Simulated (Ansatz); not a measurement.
# In2Bi: the cost of one run

Program: the Python package of Ansatz 0.2.0. The levels of theory stand in the script. These are calculated values, not measurements.

## 1. The structure

The structure is hexagonal, space group P6_3/mmc (No. 194). Conventional cell: a = 5.476 Å, b = 5.476 Å, c = 6.540 Å, α = 90.00°, β = 90.00°, γ = 120.00°. In (site symmetry -3m) is surrounded by 8 In at 3.27 to 3.56 Å and 6 Bi at 3.56 Å. In (site symmetry -6m2) is surrounded by 5 Bi at 3.16 to 3.27 Å and 6 In at 3.56 Å. Bi (site symmetry -6m2) is surrounded by 11 In at 3.16 to 3.56 Å.

No structure file is read: the coordinates are typed or built in the script.

## 2. The script

Contents of in2bi_lattice.py:

```python
'''How the lattice of In2Bi depends on the functional.'''

import ansatz
import numpy as np

def edges_and_angles(cell):
    cell = np.asarray(cell)
    a, b, c = np.linalg.norm(cell, axis=1)
    cosines = cell[1] @ cell[2] / (b * c), cell[0] @ cell[2] / (a * c), cell[0] @ cell[1] / (a * b)
    return (a, b, c, *np.degrees(np.arccos(cosines)))

structure = (
    ansatz.Lattice.from_parameters(5.476, 5.476, 6.54, alpha=90.0, beta=90.0, gamma=120.0)
    .atom('In', [0.0, 0.0, 0.0])
    .atom('In', [0.0, 0.0, 0.5])
    .atom('In', [1 / 3, 2 / 3, 0.75])
    .atom('In', [2 / 3, 1 / 3, 0.25])
    .atom('Bi', [1 / 3, 2 / 3, 0.25])
    .atom('Bi', [2 / 3, 1 / 3, 0.75])
)

calc = (
    structure.calculation()
    .basis(450)
    .kpoints(6, 6, 5)  # sampling of the Brillouin zone
    .occupations('fermi_dirac')  # the run then minimises F = E - TS
    .relax(cell=True)  # relax until the tolerances are met
)

levels = [('lda', 'none'), ('pbesol', 'd3bj'), ('blyp', 'd3bj')]
print('level            a       b       c    alpha   beta  gamma  V/atom  steps')
for name, dispersion in levels:
    seen = []
    run = calc.functional(name, dispersion=dispersion).session().plan()
    done = run.execute(on_event=lambda e: seen.append(e) if e['event'] == 'relax_step' else None)
    cell = done.lattice.cell_ang
    label = name if dispersion == 'none' else f'{name}+{dispersion}'
    print('{:13s} {:7.4f} {:7.4f} {:7.4f} {:6.2f} {:6.2f} {:6.2f}'.format(label, *edges_and_angles(cell)), f'{abs(np.linalg.det(cell)) / len(done.lattice.sites):7.3f} {len(seen):5d}')
```

## 3. What the engine is handed

The package turns the script's settings into the engine's input (first run):

```yaml
crystal:
  lattice:
    a: 5.476
    b: 5.476
    c: 6.54
    alpha: 90.0
    beta: 90.0
    gamma: 120.0
  atoms:
    - { symbol: In, position: [0.0, 0.0, 0.0] }
    - { symbol: In, position: [0.0, 0.0, 0.5] }
    - { symbol: In, position: [0.3333333333333333, 0.6666666666666666, 0.75] }
    - { symbol: In, position: [0.6666666666666666, 0.3333333333333333, 0.25] }
    - { symbol: Bi, position: [0.3333333333333333, 0.6666666666666666, 0.25] }
    - { symbol: Bi, position: [0.6666666666666666, 0.3333333333333333, 0.75] }
basis:
  ecutwfc: 450.0
kpoints:
  mp_grid:
    grid: [6, 6, 5]
hamiltonian:
  xc: lda
  dispersion: none
scf:
  occupations:
    method: fermi_dirac
relax:
  cell: {}
```

## 4. Running it

The run is started by

```sh
$ python in2bi_lattice.py
```

**Question.** How long does this script take on 1 thread of Arm Neoverse V1, shared host, and how much memory does it need?

About 2.3 min, with a peak of 0.62 GiB.
